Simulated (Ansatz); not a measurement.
**CHBrO: geometry and frequencies at several levels**

An exercise on one series of results from a longer session: the logs are not shown, and one member is left open.

Method: the levels named in each step, in Ansatz 0.2.0.

### Starting point

Bond lengths: C2–O3 1.124 Å, Br1–H4 1.409 Å.

Structure file:

```xyz
4

Br    0.0000    0.0000   -2.4251
C     0.0000    0.0000    1.1585
O     0.0000    0.0000    2.2825
H     0.0000    0.0000   -1.0159
```

Set-up of the first run:

File input.yaml:

```yaml
crystal:
  periodic: [false, false, false]
  atoms:
    - { symbol: Br, position_ang: [0.0, 0.0, -2.42508] }
    - { symbol: C, position_ang: [0.0, 0.0, 1.15846] }
    - { symbol: O, position_ang: [0.0, 0.0, 2.28249] }
    - { symbol: H, position_ang: [0.0, 0.0, -1.01587] }
basis:
  gaussian: { orbitals: def2-SVP }
hamiltonian:
  xc: pbe
  dispersion: d4
relax:
  f_tol: 0.03
  max_steps: 200
```

Command:

```
ansatz run input.yaml --threads 2 --pin off --max-ram 5120MiB --backend cpu --events-out ev --progress --plain --runs-dir out
```

Among the steps run: A rough first relaxation, PBE-D4/def2-SVP; Relaxation, PBE0-D4/def2-TZVPP; Frequencies, PBE0-D4/def2-TZVPP; Relaxation, PBE-D4/def2-TZVPP; Frequencies, PBE-D4/def2-TZVPP; Relaxation, r2SCAN-D4/def2-TZVPP; Frequencies, r2SCAN-D4/def2-TZVPP; Relaxation, B3LYP-D4/def2-TZVPP; Frequencies, B3LYP-D4/def2-TZVPP; Relaxation, B2PLYP/def2-TZVPP; Frequencies, B2PLYP/def2-TZVPP.

One table of the session follows, with a row left open; its other results are not shown here.

```
               level  C2–O3 (Å)  rotational constants (MHz)  dipole (D)  highest frequency (cm⁻¹)
  PBE0-D4/def2-TZVPP     1.1214                      1231.4        1.66                      2594
   PBE-D4/def2-TZVPP     1.1344                      1262.1        1.83                      2466
r2SCAN-D4/def2-TZVPP     1.1256                        1206        1.71                      2575
 B3LYP-D4/def2-TZVPP     1.1231                      1200.1        1.56                      2569
   B2PLYP/def2-TZVPP          ?                           ?           ?                         ?
```

**Question.** Estimate the row for B2PLYP/def2-TZVPP.

**Answer.** C2–O3 (Å): 1.1286; rotational constants (MHz): 1169.9; dipole (D): 1.57; highest frequency (cm⁻¹): 2629. In the column «C2–O3 (Å)» it lies between r2SCAN-D4/def2-TZVPP (1.1256) and PBE-D4/def2-TZVPP (1.1344).
